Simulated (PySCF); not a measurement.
**MgBr at other levels of theory**

Aim: see what other levels and later steps give for MgBr.

Computed with PySCF 2.14.0. Level: method and basis as typed in the scripts.

4 further runs of the same task are left out: 4 that didn't finish.

## (1) The system as given

MgBr: 2 atoms, charge 0, spin multiplicity 2.

Bond lengths: Mg1–Br2 2.347 Å.

## (2) The base run

Input file input.py:

```python
from pyscf import gto, scf, mp

mol = gto.M(
    atom='Mg 0 0 0; Br 0 0 2.347',
    basis='pcseg-1',
    charge=0,
    spin=1,
    symmetry=True,
    verbose=4,
)
mf = scf.UHF(mol)
mf.kernel()
mp.MP2(mf, frozen=10).kernel()
mf.dip_moment()
print('orbital energies (hartree):', [e[max(0, n-3):n+3].round(4) for e, n in zip(mf.mo_energy, mol.nelec)])
```

Run with:

```console
$ python input.py
```

## (3) Hcth407 (UKS)

Run 1 changes functional: none (Hartree–Fock) → hcth407; SCF type: UHF → UKS; step after the SCF: mp2 → analyze.

Input file input.py:

```python
from pyscf import gto, dft

mol = gto.M(
    atom='Mg 0 0 0; Br 0 0 2.347',
    basis='pcseg-1',
    charge=0,
    spin=1,
    symmetry=True,
    verbose=4,
)
mf = dft.UKS(mol, xc='hcth407')
mf.kernel()
mf.analyze()
print('orbital energies (hartree):', [e[max(0, n-3):n+3].round(4) for e, n in zip(mf.mo_energy, mol.nelec)])
```

## (4) Wb97 (UKS)

Run 2 changes functional: none (Hartree–Fock) → wb97; SCF type: UHF → UKS; step after the SCF: mp2 → analyze.

Input file input.py:

```python
from pyscf import gto, dft

mol = gto.M(
    atom='Mg 0 0 0; Br 0 0 2.347',
    basis='pcseg-1',
    charge=0,
    spin=1,
    symmetry=True,
    verbose=4,
)
mf = dft.UKS(mol, xc='wb97')
mf.kernel()
mf.analyze()
print('orbital energies (hartree):', [e[max(0, n-3):n+3].round(4) for e, n in zip(mf.mo_energy, mol.nelec)])
```

Q: Predict the outcome of this session. Wanted: for each run, E(SCF); from base; gap, α spin; SCF dipole; after the SCF.

As calculated:

```
          run  E(SCF) (hartree)  from base (eV)  cycles  gap, α spin (eV)  SCF dipole (D)                           after the SCF
         base      -2771.734368               0      10             10.84            4.50  MP2 correlation -3.567 eV, core frozen
hcth407 (UKS)      -2775.376321  not comparable      12              4.17            3.39                                     n/a
   wb97 (UKS)      -2774.104727  not comparable      11             10.30            4.23                                     n/a
```

In words: A lower total energy from another functional means nothing by itself. The dearest run is “wb97 (UKS)”, at 5.8 s against 1.2 s.
